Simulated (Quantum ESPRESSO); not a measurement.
GaGe:

```
Ge Ga
1.0
     0.00000    2.89784    2.89784
     2.89784    0.00000    2.89784
     2.89784    2.89784    0.00000
Ge Ga
1 1
Cartesian
  0.0000 0.0000 0.0000
  1.4489 1.4489 1.4489
```

The cell comes from a database or a generator and needn't be the stable form of this composition.

- Program: Quantum ESPRESSO 7.5
- Task: phonon dispersion
- Functional: PBEsol
- Potentials or basis: PseudoDojo 0.4.1 SR PBEsol standard
- Cutoff: 1088 eV
- Density cutoff: 4354 eV
- k mesh: 6 × 6 × 6
- Occupations: cold, width 0.2 eV
- Spin: no spin polarisation
- Mixing beta: 0.5
- Most SCF iterations: 120
- SCF threshold: 4e-10 Ry
- q mesh: 2 × 2 × 2

The cell and the atoms were relaxed first, to 23.21 Å³/atom (a = 4.034 Å, b = 4.034 Å, c = 4.034 Å, α = 60.00°, β = 60.00°, γ = 60.00°), and the response was taken there.

Task: What are the zero-point energy, and the vibrational entropy and heat capacity at 298.15 K?

Result: Zero-point energy 24.7 meV/atom; entropy 5.36 k_B/atom (44.5 J/(K·mol of atoms)); Cv 2.87 k_B/atom, 96 % of the classical limit. These are harmonic values without the electrons' part.

Phonon frequencies at the corners of the path (cm⁻¹, interpolated; i marks imaginary ones):
| point | frequencies |
| --- | --- |
| Γ | 0 0 0 204 204 204 |
| X | 41 41 138 143 220 220 |
| W | 17 31 153 154 221 222 |
| K | 15 39 138 165 221 222 |
| L | 39 39 111 203 222 222 |
| U | 15 39 138 165 221 222 |

Harmonic thermodynamics per atom at this volume (zero-point energy 24.7 meV, Debye temperature from the second moment 289 K):
| T (K) | free energy (meV) | entropy (k_B) | heat capacity Cv (k_B) |
| --- | --- | --- | --- |
| 50 | 22.0 | 1.34 | 1.31 |
| 100 | 13.6 | 2.53 | 2.13 |
| 200 | -16.1 | 4.24 | 2.72 |
| 298.15 | -56.9 | 5.36 | 2.87 |
| 500 | -164.3 | 6.86 | 2.95 |
| 800 | -361.1 | 8.26 | 2.98 |

A q mesh this small can miss soft modes between its points.

Caveat: the k mesh is coarse; the mesh is thin for the phonons of a metal; the q mesh is small, so phonon branches between its points and thermal values are rough.
